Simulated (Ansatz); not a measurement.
Geometry optimisation, DFT PBE, scalar-relativistic, plane waves, PAW in Ansatz 0.2.0.

Input:

```yaml
crystal:
  lattice:
    - [-2.29, -3.966396, 0.0]
    - [3.435, -1.983198, 0.0]
    - [0.0, 0.0, 7.17686]
  atoms:
    - { symbol: Be, position: [0.75000007, 0.50000004, 0.0] }
    - { symbol: Be, position: [0.50000004, 0.33333336, 0.25] }
    - { symbol: Be, position: [0.75000007, 0.50000004, 0.5] }
    - { symbol: Be, position: [0.50000004, 0.33333336, 0.75] }
    - { symbol: Be, position: [0.50000003, 2.0e-08, 0.0] }
    - { symbol: Be, position: [0.25000004, 0.83333336, 0.25] }
    - { symbol: Be, position: [0.50000003, 2.0e-08, 0.5] }
    - { symbol: Be, position: [0.25000004, 0.83333336, 0.75] }
    - { symbol: Be, position: [0.25000003, 0.50000002, 0.0] }
    - { symbol: Be, position: [1.0e-08, 0.33333334, 0.25] }
    - { symbol: Be, position: [0.25000003, 0.50000002, 0.5] }
    - { symbol: Be, position: [1.0e-08, 0.33333334, 0.75] }
    - { symbol: Be, position: [0.0, 0.0, 0.0] }
    - { symbol: Be, position: [0.75000008, 0.83333338, 0.25] }
    - { symbol: Be, position: [0.0, 0.0, 0.5] }
    - { symbol: Be, position: [0.75000008, 0.83333338, 0.75] }
    - { symbol: H, position: [0.74872194, 0.15677691, 0.12162151] }
basis:
  ecutwfc: 420.0
kpoints:
  mp_grid: { grid: [5, 6, 4] }
hamiltonian:
  xc: pbe
scf:
  occupations: { method: gaussian, width: 0.05 }
  lower_state_search: "off"
relax:
  f_tol: 0.03
  max_steps: 60
  adjacent_minimum: "off"
output:
  write_density: true
  write_potential: true
  elf: true
  volumetric_format: npy
```

Run as:

```bash
$ ansatz run input.yaml --threads 2 --pin off --max-ram 5120MiB --backend cpu --events-out ev --progress --plain --runs-dir out
```

Task: Where does it end, and by what steps?

Result: It converged. The force dipped under the threshold on the way, but the program's further checks kept it going. Limits of this set-up: odd electron count without spin, a small cell, in which the defect meets its images, a typed lattice constant that wasn't relaxed here. After 3 steps the energy has fallen by 0.080 eV; Be2 moved furthest, 0.05 Å.

```csv
step,energy less start (eV),largest force component (eV/Å),accepted
0,0.0000,0.518,yes
1,-0.0618,0.243,yes
2,-0.0795,0.026,yes
3,-0.0795,0.026,yes
```

```xyz
17
Lattice="-2.2900 -3.9664 0.0000 3.4350 -1.9832 0.0000 0.0000 0.0000 7.1769" Properties=species:S:1:pos:R:3
Be 0.027 -3.982 -0.023
Be 0.036 -2.625 1.817
Be -0.015 -3.958 3.602
Be 0.005 -2.641 5.387
Be -1.142 -1.947 -0.023
Be 2.282 -2.639 1.797
Be -1.146 -1.976 3.582
Be 2.283 -2.640 5.361
Be 1.152 -1.987 0.000
Be 1.145 -0.702 1.817
Be 1.152 -1.987 3.609
Be 1.145 -0.667 5.387
Be -0.029 -0.021 -0.023
Be 1.109 -4.607 1.814
Be -0.006 -0.003 3.582
Be 1.156 -4.634 5.366
H -1.169 -3.287 0.883
```

Whether the end is a true minimum wasn't checked by a vibrational analysis.

Run time: 13 s on 2 threads of AMD EPYC 9R45 96-Core Processor (Zen 5), with other jobs on the host, peak memory 0.58 GiB.
